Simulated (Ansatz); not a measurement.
**CH₇AsInN: how energies converge with the basis set**

An exercise on one series of results from a longer session: the logs are not shown, and one member is left open.

Program: Ansatz 0.2.0, Gaussian basis. Level of theory: one geometry, several basis sets. These are calculated values, not measurements.

Plan: PBE0-D4/def2-SVP; ωB97M-V/def2-SVP; PBE0-D4/def2-QZVPP; ωB97M-V/def2-QZVPP; the functionals' def2-TZVPP values are taken from earlier runs.

### Structure used throughout

All runs share one geometry, relaxed beforehand with PBE0-D4 in a triple-zeta def2 set. In takes the def2 core potential; no spin-orbit term is included.

SMILES `N[CH]([AsH2])[InH2]`, 11 atoms, charge 0, spin multiplicity 1.

Atoms are counted from 1 here; the program's logs count them from 0.

Bond lengths: N1–C2 1.454 Å, N1–H5 1.012 Å, N1–H6 1.011 Å, C2–As3 2.004 Å, C2–In4 2.173 Å, C2–H7 1.091 Å, As3–H8 1.532 Å, As3–H9 1.538 Å, In4–H10 1.725 Å, In4–H11 1.734 Å. Angles: C2–N1–H5 111.6°, C2–N1–H6 111.2°, H5–N1–H6 107.4°, N1–C2–As3 106.0°, N1–C2–In4 121.3°, N1–C2–H7 109.1°, As3–C2–In4 101.5°, As3–C2–H7 104.2°, In4–C2–H7 112.8°, C2–As3–H8 95.0°, C2–As3–H9 96.7°, H8–As3–H9 91.1°, C2–In4–H10 123.2°, C2–In4–H11 113.6°, H10–In4–H11 122.8°.

Set-up of the first run:

The input, in.yaml:

```yaml
crystal:
  periodic: [false, false, false]
  atoms:
    - {symbol: N, position_ang: [-0.658952, 1.682409, 0.001379]}
    - {symbol: C, position_ang: [0.348866, 0.652928, 0.199895]}
    - {symbol: As, position_ang: [1.014066, 0.172704, -1.628120]}
    - {symbol: In, position_ang: [-0.173137, -1.300150, 0.997894]}
    - {symbol: H, position_ang: [-1.568481, 1.281055, -0.189779]}
    - {symbol: H, position_ang: [-0.752895, 2.264987, 0.822684]}
    - {symbol: H, position_ang: [1.216922, 1.093227, 0.692534]}
    - {symbol: H, position_ang: [-0.266313, -0.555243, -2.048168]}
    - {symbol: H, position_ang: [1.676480, -1.158634, -1.234791]}
    - {symbol: H, position_ang: [0.981339, -2.375867, 1.694316]}
    - {symbol: H, position_ang: [-1.817874, -1.757416, 0.692164]}
basis:
  gaussian: {orbitals: def2-SVP}
hamiltonian: {xc: pbe0, dispersion: d4}
output: {orbitals: {seedname: orbitals}}
```

Run with:

```sh
> ansatz run in.yaml --threads 4 --pin off --events-out ev --progress --plain --max-ram 10444MiB
```

Among the steps run: PBE0-D4 in def2-SVP; ωB97M-V in def2-SVP; PBE0-D4 in def2-QZVPP; ωB97M-V in def2-QZVPP.

One table of the session follows, with a row left open; its other results are not shown here.

It belongs to the step «Functionals by basis». 

| functional | basis | HOMO (eV) | LUMO (eV) |
| --- | --- | --- | --- |
| PBE0-D4 | def2-SVP | -5.66 | -1.38 |
| PBE0-D4 | def2-TZVPP | ? | ? |
| PBE0-D4 | def2-QZVPP | -5.83 | -1.47 |
| ωB97M-V | def2-SVP | -7.72 | 0.15 |
| ωB97M-V | def2-TZVPP | -7.86 | -0.05 |
| ωB97M-V | def2-QZVPP | -7.90 | -0.13 |

Estimate the missing values for PBE0-D4, def2-TZVPP.

The run gave: HOMO (eV): -5.79; LUMO (eV): -1.45. In the column «HOMO (eV)» it lies between PBE0-D4, def2-QZVPP (-5.83) and PBE0-D4, def2-SVP (-5.66).
